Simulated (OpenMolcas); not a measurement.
**GaCl (SMILES [Cl][Ga]) at HF/ANO-R2 (sfX2C, RICD fitting, fitting threshold 0.001)**

What is the vertical ionisation energy of GaCl at HF/ANO-R2 (sfX2C, RICD fitting, fitting threshold 0.001)? 

The calculation is run with OpenMolcas 26.06.

**1. The molecule**

GaCl has 2 atoms, charge 0, and is taken as a singlet. As SMILES, `[Cl][Ga]`. Geometry: a GFN2-xTB relaxation, a rough one for these elements and not checked as a minimum.

Bond lengths: Cl1–Ga2 2.169 Å.

**2. A single-point energy at HF/ANO-R2 (sfX2C, RICD fitting, fitting threshold 0.001)**

File mol.xyz:

```xyz
2

Cl     0.000000     0.000000     0.000000
Ga     0.000000     0.000000     2.168600
```

File job.input:

```
&GATEWAY
  Coord = mol.xyz
  Basis = ANO-R2
  Group = NoSym
  RICD
  CDThreshold = 0.001

&SEWARD

&SCF
  PrOrbitals = 0
```

Command:

```sh
$ export MOLCAS_MEM=1860
$ pymolcas job.input > job.log
```

The program printed:

```text
--- Start Module: gateway ---
[...]
--- Stop Module: gateway /rc=_RC_ALL_IS_WELL_ ---
[...]
--- Start Module: seward ---
[...]
      Basis functions          110
--- Stop Module: seward /rc=_RC_ALL_IS_WELL_ ---
[...]
--- Start Module: scf ---
[...]
       Convergence after  10 Iterations
[...]
::    Total SCF energy                              -2403.2586406575
[...]
      Total spin, S                                     0.0000000000
[...]
      Total electronic charge=   48.000000
      Total            charge=   -0.000000
[...]
      Dipole Moment (debye):
      Origin of the operator (angstrom)=    0.0000    0.0000    1.4387
                   X=  1.5717E-13               Y=  6.7068E-14               Z=  2.1344E+00           Total=  2.1344E+00
      Quadrupole Moment (debye*angstrom):
[...]
--- Stop Module: scf /rc=_RC_ALL_IS_WELL_ ---
[...]
```

Run time: 22 s. Hardware: 1 thread of AMD EPYC 7R13 (Zen 3), shared host; peak memory 0.18 GiB.

**3. The doublet cation**

mol.xyz is that of step 2.

File job.input:

```
* ClGa Hartree-Fock

&GATEWAY
 Coord = mol.xyz
 Basis = ANO-R2
 Group = NoSym
 RICD
 CDThreshold = 0.001

&SEWARD

&SCF
 UHF
 Charge = 1
 Spin = 2
 PrOrbitals = 0
```

Command:

```sh
$ export MOLCAS_MEM=1860
$ pymolcas job.input > job.log
```

The program printed:

```text
--- Start Module: gateway ---
[...]
--- Stop Module: gateway /rc=_RC_ALL_IS_WELL_ ---
[...]
--- Start Module: seward ---
[...]
      Basis functions          110
--- Stop Module: seward /rc=_RC_ALL_IS_WELL_ ---
[...]
--- Start Module: scf ---
[...]
       Convergence after  18 Iterations
[...]
::    Total SCF energy                              -2402.9335564246
[...]
      Total spin, S                                     0.5144402838
[...]
      Total electronic charge=   47.000000
      Total            charge=    1.000000
[...]
      Dipole Moment (debye):
      Origin of the operator (angstrom)=    0.0000    0.0000    1.4387
                   X=  7.2213E-14               Y=  1.1742E-13               Z=  3.7989E+00           Total=  3.7989E+00
      Center of Charge (angstrom)
[...]
--- Stop Module: scf /rc=_RC_ALL_IS_WELL_ ---
[...]
```

It took 29 s on 1 thread of AMD EPYC 7R13 (Zen 3), shared host; peak memory 0.18 GiB.

**4. Summary of results**

At HF/ANO-R2 (sfX2C, RICD fitting, fitting threshold 0.001):

| quantity | value |
| --- | --- |
| singlet GaCl: total energy | -2403.25864 Eh |
| singlet GaCl: dipole moment | 2.13 D |
| singlet GaCl: HOMO energy | -9.57 eV |
| singlet GaCl: LUMO energy | 1.01 eV |
| singlet GaCl: HOMO–LUMO gap | 10.58 eV |
| doublet cation: total energy | -2402.93356 Eh |
| doublet cation: HOMO energy (highest over α and β) | -18.25 eV |
| doublet cation: LUMO energy (lowest over α and β) | -8.17 eV |
| doublet cation: ⟨S²⟩ | 0.779 |
| vertical ionisation energy (to the doublet cation) | 8.846 eV |

**Reading.** Removing an electron at fixed nuclei costs 8.85 eV (854 kJ/mol). −ε(HOMO) before ionisation, 9.57 eV, is 0.72 eV above this ionisation energy.
